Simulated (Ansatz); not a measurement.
# Cs2GeSe3: a stretch of c alone

A series on Cs2GeSe3: a stretch of c alone, -3 to +3 %; the rest of the cell is held and the atoms relax. Wanted: energy, stress and any gap along the series.

Computed with Ansatz 0.2.0 (DFT PBEsol, scalar-relativistic, plane waves, PAW, unless a step's input says otherwise).

### Step 1. The system as given

Symmetry: C2/m, No. 12, monoclinic system. The conventional cell has a = 14.438 Å, b = 7.506 Å, c = 10.473 Å, α = 90.00°, β = 124.59°, γ = 90.00°. Around Cs (site symmetry m) lie 7 Se at 3.60 to 3.81 Å. Cs (site symmetry m) is surrounded by 7 Se at 3.64 to 4.15 Å. Ge (site symmetry m) has 4 Se at 2.30 to 2.45 Å as nearest neighbours. Se (site symmetry m) has 1 Ge at 2.30 Å as nearest neighbours. Se (site symmetry m) is surrounded by 1 Ge at 2.31 Å. Around Se (site symmetry 2) lie 2 Ge at 2.45 Å.

Structure file:

```
Cs Ge Se
1.0
     7.21891   -3.75287    0.00000
     7.21891    3.75287    0.00000
    -5.94533    0.00000    8.62244
Cs Ge Se
4 2 6
Cartesian
  5.1964 0.0000 1.1869
  3.2961 0.0000 7.4356
  0.9325 0.0000 2.7573
  7.5600 0.0000 5.8651
  10.8670 0.0000 2.7499
  -2.3745 0.0000 5.8725
  12.2357 0.0000 0.9005
  -3.7432 0.0000 7.7219
  8.5928 0.0000 2.3689
  -0.1003 0.0000 6.2535
  4.2462 -1.9653 4.3112
  4.2462 1.9653 4.3112
```

Source of the structure: the Materials Project (structure only).

(A quick probe on a coarse mesh, which set the mesh and smearing, is not shown.)

### Step 3. Full relaxation

input.yaml

```yaml
crystal:
  lattice:
    - [7.2189105134, -3.7528661, 0.0]
    - [7.2189105134, 3.7528661, 0.0]
    - [-5.9453296048, 0.0, 8.622437065]
  atoms:
    - { symbol: Cs, position: [0.41659692, 0.41659692, 0.13764746] }
    - { symbol: Cs, position: [0.58340308, 0.58340308, 0.86235254] }
    - { symbol: Cs, position: [0.19626944, 0.19626944, 0.31978561] }
    - { symbol: Cs, position: [0.80373056, 0.80373056, 0.68021439] }
    - { symbol: Ge, position: [0.8840064, 0.8840064, 0.31892649] }
    - { symbol: Ge, position: [0.1159936, 0.1159936, 0.68107351] }
    - { symbol: Se, position: [0.89048189, 0.89048189, 0.10443986] }
    - { symbol: Se, position: [0.10951811, 0.10951811, 0.89556014] }
    - { symbol: Se, position: [0.7082938, 0.7082938, 0.27474111] }
    - { symbol: Se, position: [0.2917062, 0.2917062, 0.72525889] }
    - { symbol: Se, position: [0.76184129, 0.23815871, 0.5] }
    - { symbol: Se, position: [0.23815871, 0.76184129, 0.5] }
basis:
  ecutwfc: 420
kpoints:
  mp_grid: { grid: [4, 4, 4] }
hamiltonian:
  xc: pbesol
scf:
  occupations: { method: gaussian, width: 0.02 }
output:
  forces: true
  stress: true
  eigenvalues: true
relax:
  adjacent_minimum: "off"
  f_tol: 0.005
  max_steps: 80
  cell: { stress_tol: 0.05 }
```

The session goes on with these runs: zero strain; band edges over the zone; strain -1.5 %; the gap over the whole zone at -1.5 %; the cell strained by +1.5 %; seeking the band edges at +1.5 %; strain -3.0 %; the gap over the whole zone at -3.0 %; At +3.0 %; seeking the band edges at +3.0 %.

Before running it: what results should come out? Wanted: relaxed cell; volume; formation energy; (1/V) d²E/dε² at zero strain, cubic fit; gap shift, negative and positive side.

**Answer**, as computed:

| quantity | value |
| --- | --- |
| relaxed cell (conventional) | a = 14.258 Å, b = 7.338 Å, c = 10.332 Å, α = 90.00°, β = 124.70°, γ = 90.00° |
| space group (0.01 Å) | C2/m (No. 12) |
| volume | 37.03 Å³/atom |
| formation energy (elements from runs with the same settings, not shown) | -0.89 eV/atom |
| largest energy cost | 2.6 meV/atom at -3.0 % |
| (1/V) d²E/dε² at zero strain, cubic fit | 21 GPa |
| gap shift, negative and positive side | -6, -3 meV per % |

What this shows: The relaxed volume is 4.9 % smaller than at the start. The curvature of the energy, 21 GPa, is the elastic constant along c at held a and b. Compression by 3 % costs 2.6 meV/atom and stretching 1.7. The gap runs from 1.64 eV at -3.0 % through 1.62 to 1.61 eV at +3.0 %.
